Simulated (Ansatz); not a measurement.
**CH4FNOSi: how energies converge with the basis set**

An exercise on one series of results from a longer session: the logs are not shown, and one member is left open.

Computed with Ansatz 0.2.0, Gaussian basis. Level: one geometry, several basis sets.

The runs, in order: PBE0-D4/def2-SVP; ωB97M-V/def2-SVP; PBE0-D4/def2-QZVPP; ωB97M-V/def2-QZVPP; the functionals' def2-TZVPP values are taken from earlier runs.

## The geometry

An earlier PBE0-D4 in a triple-zeta def2 set relaxation fixed the geometry.

SMILES `O[SiH2]/N=C/F`, 9 atoms, charge 0, spin multiplicity 1.

Atoms are counted from 1 here; the program's logs count them from 0.

Bond lengths: O1–Si2 1.636 Å, O1–H6 0.959 Å, Si2–N3 1.733 Å, Si2–H7 1.485 Å, Si2–H8 1.483 Å, N3–C4 1.234 Å, C4–F5 1.336 Å, C4–H9 1.095 Å. Angles: Si2–O1–H6 117.7°, O1–Si2–N3 109.5°, O1–Si2–H7 105.5°, O1–Si2–H8 112.4°, N3–Si2–H7 112.7°, N3–Si2–H8 105.8°, H7–Si2–H8 111.1°, Si2–N3–C4 126.7°, N3–C4–F5 121.4°, N3–C4–H9 129.6°, F5–C4–H9 109.0°.

As a file:

```mol
CH4FNOSi
  3D, bonds by distance, orders not assigned

  9  8  0  0  0  0  0  0  0  0999 V2000
   -1.0082    1.1636    1.4820 O   0  0
   -0.2458   -0.1768    0.9347 Si  0  0
   -0.2207   -0.1607   -0.7977 N   0  0
    0.7771   -0.2093   -1.5217 C   0  0
    0.6741   -0.1779   -2.8534 F   0  0
   -1.8857    1.3466    1.1422 H   0  0
    1.1147   -0.1282    1.5271 H   0  0
   -0.9514   -1.4235    1.3175 H   0  0
    1.8345   -0.2801   -1.2477 H   0  0
  1  2  8  0
  2  3  8  0
  3  4  8  0
  4  5  8  0
  1  6  8  0
  2  7  8  0
  2  8  8  0
  4  9  8  0
M  END
```

The first run:

The input, in.yaml:

```yaml
crystal:
  periodic: [false, false, false]
  atoms:
    - {symbol: O, position_ang: [-1.008232, 1.163570, 1.481955]}
    - {symbol: Si, position_ang: [-0.245830, -0.176827, 0.934713]}
    - {symbol: N, position_ang: [-0.220744, -0.160660, -0.797651]}
    - {symbol: C, position_ang: [0.777136, -0.209262, -1.521695]}
    - {symbol: F, position_ang: [0.674086, -0.177891, -2.853446]}
    - {symbol: H, position_ang: [-1.885693, 1.346622, 1.142162]}
    - {symbol: H, position_ang: [1.114714, -0.128183, 1.527089]}
    - {symbol: H, position_ang: [-0.951377, -1.423502, 1.317478]}
    - {symbol: H, position_ang: [1.834539, -0.280069, -1.247705]}
basis:
  gaussian: {orbitals: def2-SVP}
hamiltonian: {xc: pbe0, dispersion: d4}
output: {orbitals: {seedname: orbitals}}
```

On the command line:

```bash
$ ansatz run in.yaml --threads 2 --pin off --events-out ev --progress --plain --max-ram 4352MiB
```

Among the steps run: PBE0-D4 in def2-SVP; ωB97M-V in def2-SVP; PBE0-D4 in def2-QZVPP; ωB97M-V in def2-QZVPP.

One of the session's tables, all rows but one given; the rest of the session is left out.

| functional | basis | HOMO (eV) |
| --- | --- | --- |
| PBE0-D4 | def2-SVP | ? |
| PBE0-D4 | def2-TZVPP | -8.27 |
| PBE0-D4 | def2-QZVPP | -8.31 |
| ωB97M-V | def2-SVP | -10.42 |
| ωB97M-V | def2-TZVPP | -10.61 |
| ωB97M-V | def2-QZVPP | -10.65 |

Estimate the missing values for PBE0-D4, def2-SVP.

As computed: HOMO (eV): -8.12. In the column «HOMO (eV)» it is the highest.
